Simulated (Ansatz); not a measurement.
# CH6INSi: up Jacob's ladder to CCSD(T)

The task here is to estimate one member of a computed series from the others.

Computed with Ansatz 0.2.0, Gaussian basis. Level: functionals in def2-TZVPP, the program's frozen cores in correlated methods.

The runs, in order: LDA (SPW92), PBE-D4, revPBE-D4, BLYP-D4, r2SCAN-D4, B97M-V, PBE0-D4, B3LYP-D4, r2SCANh-D4, r2SCAN0-D4, HSE06-D4, BHLYP-D4, CAM-B3LYP-D4, LC-ωPBE, ωB97X-V, ωB97M-V, B2PLYP, PBE-QIDH; CCSD(T)/def2-SVP; CCSD(T)/def2-TZVPP; MP2/def2-QZVPP; extrapolation to the limit; RPA on PBE.

1 further run of the same task is left out (for a known fault of the program). Runs told in other sessions of the task aren't counted.

### Structure used throughout

All runs share one geometry, relaxed beforehand with PBE0-D4 in a triple-zeta def2 set. I takes the def2 core potential; no spin-orbit term is included.

SMILES `C[SiH](N)I`, 10 atoms, charge 0, spin multiplicity 1.

Atoms are counted from 1 here; the program's logs count them from 0.

Bond lengths: C1–Si2 1.855 Å, C1–H5 1.093 Å, C1–H6 1.093 Å, C1–H7 1.091 Å, Si2–N3 1.708 Å, Si2–I4 2.482 Å, Si2–H8 1.481 Å, N3–H9 1.008 Å, N3–H10 1.009 Å. Angles: Si2–C1–H5 110.6°, Si2–C1–H6 110.0°, Si2–C1–H7 110.5°, H5–C1–H6 108.7°, H5–C1–H7 107.9°, H6–C1–H7 109.0°, C1–Si2–N3 110.2°, C1–Si2–I4 106.8°, C1–Si2–H8 113.9°, N3–Si2–I4 113.9°, N3–Si2–H8 107.5°, I4–Si2–H8 104.6°, Si2–N3–H9 119.0°, Si2–N3–H10 119.3°, H9–N3–H10 110.4°.

The first run:

Input file in.yaml:

```yaml
crystal:
  periodic: [false, false, false]
  atoms:
    - {symbol: C, position_ang: [-0.715462, 1.218705, -0.042764]}
    - {symbol: Si, position_ang: [-0.068538, -0.487048, -0.380156]}
    - {symbol: N, position_ang: [1.480894, -0.676783, 0.312877]}
    - {symbol: I, position_ang: [-1.760107, -2.081653, 0.489365]}
    - {symbol: H, position_ang: [-0.798489, 1.393372, 1.032523]}
    - {symbol: H, position_ang: [-0.040633, 1.965685, -0.468364]}
    - {symbol: H, position_ang: [-1.707284, 1.345046, -0.480043]}
    - {symbol: H, position_ang: [0.045015, -0.812446, -1.820122]}
    - {symbol: H, position_ang: [2.023477, -1.494593, 0.081551]}
    - {symbol: H, position_ang: [1.624226, -0.421583, 1.278134]}
basis:
  gaussian: {orbitals: def2-TZVPP}
hamiltonian: {xc: lda}
output: {orbitals: {seedname: orbitals}}
```

On the command line:

```
> ansatz run in.yaml --threads 4 --pin off --events-out ev --progress --plain --max-ram 10444MiB
```

Among the steps run: LDA; PBE-D4 (GGA); revPBE-D4 (GGA); BLYP-D4 (GGA); r2SCAN-D4 (meta-GGA); B97M-V (meta-GGA); B3LYP-D4 (hybrid); r2SCANh-D4 (hybrid); r2SCAN0-D4 (hybrid); HSE06-D4 (hybrid); BHLYP-D4 (hybrid); CAM-B3LYP-D4 (range-separated); LC-ωPBE (range-separated); ωB97X-V (range-separated); ωB97M-V (range-separated); B2PLYP (double hybrid); PBE-QIDH (double hybrid).

One table of the session follows, with a row left open; its other results are not shown here.

It belongs to the step «Frontier levels by functional». 

| functional | HOMO (eV) | gap (eV) |
| --- | --- | --- |
| LDA (SPW92) | -6.20 | 5.35 |
| PBE-D4 | -6.05 | 5.42 |
| revPBE-D4 | -5.99 | 5.45 |
| BLYP-D4 | -5.88 | 5.35 |
| r2SCAN-D4 | -6.35 | 6.05 |
| B97M-V | -6.37 | 6.04 |
| PBE0-D4 | -7.23 | 7.46 |
| B3LYP-D4 | -6.98 | 6.97 |
| r2SCANh-D4 | -6.78 | 6.78 |
| r2SCAN0-D4 | -7.43 | 7.86 |
| HSE06-D4 | ? | ? |
| BHLYP-D4 | -8.23 | 9.37 |
| CAM-B3LYP-D4 | -8.49 | 9.72 |
| LC-ωPBE | -9.84 | 12.22 |
| ωB97X-V | -9.50 | 11.77 |
| ωB97M-V | -9.38 | 11.42 |

**Question.** Estimate the row for HSE06-D4.

**Answer.** HOMO (eV): -6.84; gap (eV): 6.69. In the column «HOMO (eV)» it lies between B3LYP-D4 (-6.98) and r2SCANh-D4 (-6.78).
